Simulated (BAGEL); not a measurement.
# AlPH3F3 (Al(PF3)H3) at HF/STO-3G (density fitting with qzvpp-jkfit)

What is the energy change on altering one bond length of AlPH3F3 (Al(PF3)H3) at HF/STO-3G (density fitting with qzvpp-jkfit)? 

The results are computed with BAGEL 1.2.2.

2 further runs of the same task are left out: 1 that didn't finish, 1 set aside as unsound or not needed.

## (1) The molecule

AlPH3F3 has 8 atoms, charge 0, and is taken as a singlet. As SMILES, `[H][Al]([H])([H])<-[P](F)(F)F`. Geometry: a GFN2-xTB relaxation, a rough one for these elements and not checked as a minimum.

Bond lengths: Al1–P2 2.534 Å, P2–F3 1.584 Å, P2–F4 1.582 Å, P2–F5 1.581 Å, Al1–H6 1.563 Å, Al1–H7 1.561 Å, Al1–H8 1.561 Å. Some angles: Al1–P2–F3 123.8°, Al1–P2–F4 121.4°, Al1–P2–F5 119.9°, F3–P2–F4 94.8°, F3–P2–F5 94.9°, F4–P2–F5 94.9°, P2–Al1–H6 92.5°, P2–Al1–H7 93.3°, P2–Al1–H8 93.1°, H6–Al1–H7 119.7°.

## (2) The energy at HF/STO-3G (density fitting with qzvpp-jkfit)

The input, input.json:

```json
{ "bagel" : [

{
  "title" : "molecule",
  "basis" : "sto-3g",
  "df_basis" : "qzvpp-jkfit",
  "angstrom" : true,
  "geometry" : [
    { "atom" : "Al", "xyz" : [      -0.001780,       0.003780,      -1.548500 ] },
    { "atom" : "P", "xyz" : [      -0.017700,       0.006600,       0.985310 ] },
    { "atom" : "F", "xyz" : [      -1.336360,       0.090620,       1.859070 ] },
    { "atom" : "F", "xyz" : [       0.760270,       1.107170,       1.813670 ] },
    { "atom" : "F", "xyz" : [       0.593410,      -1.216990,       1.778500 ] },
    { "atom" : "H", "xyz" : [       1.559130,      -0.035690,      -1.607090 ] },
    { "atom" : "H", "xyz" : [      -0.745240,       1.372760,      -1.645700 ] },
    { "atom" : "H", "xyz" : [      -0.811720,      -1.328260,      -1.635260 ] }
  ]
},

{
  "title" : "hf"
},

{
  "title" : "print",
  "file" : "orbitals.molden",
  "orbitals" : true
}

]}
```

Command:

```bash
$ BAGEL_NUM_THREADS=1 BAGEL input.json > input.out
```

Log:

```text
* using 1 threads per process

  ===============================================================
  ===============================================================

  *** Geometry ***

  { "atom" : "Al", "xyz" : [     -0.003364,      0.007143,     -2.926241 ] },
  { "atom" : "P", "xyz" : [     -0.033448,      0.012472,      1.861966 ] },
  { "atom" : "F", "xyz" : [     -2.525354,      0.171247,      3.513133 ] },
  { "atom" : "F", "xyz" : [      1.436702,      2.092248,      3.427340 ] },
  { "atom" : "F", "xyz" : [      1.121382,     -2.299778,      3.360878 ] },
  { "atom" : "H", "xyz" : [      2.946329,     -0.067444,     -3.036960 ] },
  { "atom" : "H", "xyz" : [     -1.408299,      2.594140,     -3.109922 ] },
  { "atom" : "H", "xyz" : [     -1.533928,     -2.510048,     -3.090194 ] },

  Number of auxiliary basis functions:      541

  Since a DF basis is specified, we compute 2- and 3-index integrals:
    o Being stored without compression. Storage requirement is 0.006 GB

  Number of basis functions:       36
  Number of electrons      :       58

    * METHOD: MOLECULE                             0.21

  *** RHF ***

  === Nuclear Repulsion ===
   315.0004491031

      * DIIS with orbital gradients will be used.

  === RHF iteration (sto-3g) ===
      0       -871.58565278          0.01783413           0.04
      1       -871.74823045          0.00390718           0.04
      2       -871.75553077          0.00098806           0.04
      3       -871.75658272          0.00016704           0.04
      4       -871.75661336          0.00002166           0.04
      5       -871.75661376          0.00000242           0.04
      6       -871.75661376          0.00000061           0.04
      7       -871.75661376          0.00000020           0.04
      8       -871.75661376          0.00000004           0.04
      9       -871.75661376          0.00000001           0.04
    * SCF iteration converged.

    * Permanent dipole moment:
           (    0.029598,    -0.012814,    -0.279109) a.u.

    * METHOD: HF                                   0.51

    * METHOD: PRINT                                0.00

  ===============================================================
```

Wall time 0.88 s (1 thread of Arm Neoverse V2, shared host); peak memory 0.081 GiB.

## (3) The distorted shape, same level

The input, calc.json:

```json
{ "bagel" : [

{
  "title" : "molecule",
  "basis" : "sto-3g",
  "df_basis" : "qzvpp-jkfit",
  "angstrom" : true,
  "geometry" : [
    { "atom" : "Al", "xyz" : [    0.221249,   -0.406897,   -1.519341 ] },
    { "atom" : "P", "xyz" : [    0.205329,   -0.404077,    1.014469 ] },
    { "atom" : "F", "xyz" : [   -1.113331,   -0.320057,    1.888229 ] },
    { "atom" : "F", "xyz" : [    0.983299,    0.696493,    1.842829 ] },
    { "atom" : "F", "xyz" : [    0.816439,   -1.627667,    1.807659 ] },
    { "atom" : "H", "xyz" : [    1.782159,   -0.446367,   -1.577931 ] },
    { "atom" : "H", "xyz" : [   -0.745240,    1.372760,   -1.645700 ] },
    { "atom" : "H", "xyz" : [   -0.588691,   -1.738937,   -1.606101 ] }
  ]
},
{ "title" : "hf" },
{ "title" : "print", "file" : "orbitals.molden", "orbitals" : true }

]}
```

Command:

```bash
$ BAGEL_NUM_THREADS=1 BAGEL calc.json > calc.out
```

Log:

```text
* using 1 threads per process

  ===============================================================
  ===============================================================

  *** Geometry ***

  { "atom" : "Al", "xyz" : [      0.418100,     -0.768924,     -2.871138 ] },
  { "atom" : "P", "xyz" : [      0.388016,     -0.763595,      1.917069 ] },
  { "atom" : "F", "xyz" : [     -2.103891,     -0.604820,      3.568236 ] },
  { "atom" : "F", "xyz" : [      1.858166,      1.316181,      3.482442 ] },
  { "atom" : "F", "xyz" : [      1.542846,     -3.075845,      3.415980 ] },
  { "atom" : "H", "xyz" : [      3.367792,     -0.843511,     -2.981857 ] },
  { "atom" : "H", "xyz" : [     -1.408299,      2.594140,     -3.109922 ] },
  { "atom" : "H", "xyz" : [     -1.112465,     -3.286115,     -3.035091 ] },

  Number of auxiliary basis functions:      541

  Since a DF basis is specified, we compute 2- and 3-index integrals:
    o Being stored without compression. Storage requirement is 0.006 GB

  Number of basis functions:       36
  Number of electrons      :       58

    * METHOD: MOLECULE                             0.21

  *** RHF ***

  === Nuclear Repulsion ===
   313.5313254849

      * DIIS with orbital gradients will be used.

  === RHF iteration (sto-3g) ===
      0       -871.48248655          0.01889199           0.04
      1       -871.66594271          0.00431161           0.04
      2       -871.67467437          0.00105004           0.04
      3       -871.67581910          0.00017180           0.04
      4       -871.67585179          0.00002839           0.04
      5       -871.67585255          0.00000339           0.04
      6       -871.67585256          0.00000080           0.04
      7       -871.67585256          0.00000028           0.04
      8       -871.67585256          0.00000010           0.04
      9       -871.67585256          0.00000001           0.04
     10       -871.67585256          0.00000000           0.04
    * SCF iteration converged.

    * Permanent dipole moment:
           (   -0.145496,     0.310215,    -0.342116) a.u.

    * METHOD: HF                                   0.55

    * METHOD: PRINT                                0.00

  ===============================================================
```

Run time: 0.92 s. Hardware: 1 thread of Arm Neoverse V2, shared host; peak memory 0.081 GiB.

## (4) What came out

Level: HF/STO-3G (density fitting with qzvpp-jkfit).

| quantity | value |
| --- | --- |
| first shape: total energy | -871.75661 Eh |
| first shape: dipole moment | 0.71 D |
| first shape: HOMO energy | -9.12 eV |
| first shape: LUMO energy | 9.73 eV |
| first shape: HOMO–LUMO gap | 18.85 eV |
| distorted shape: total energy | -871.67585 Eh |
| distorted shape: dipole moment | 1.23 D |
| distorted shape: HOMO energy | -7.08 eV |
| distorted shape: LUMO energy | 9.25 eV |
| distorted shape: HOMO–LUMO gap | 16.33 eV |
| energy change with the Al1–H7 bond stretched from 1.561 to 2.029 Å | 2.198 eV |

With the Al1–H7 bond stretched from 1.561 to 2.029 Å the energy rises by 2.20 eV (212 kJ/mol). The first shape isn't relaxed at this level, so the change isn't measured from a minimum. The minimal basis adds a large error of its own.
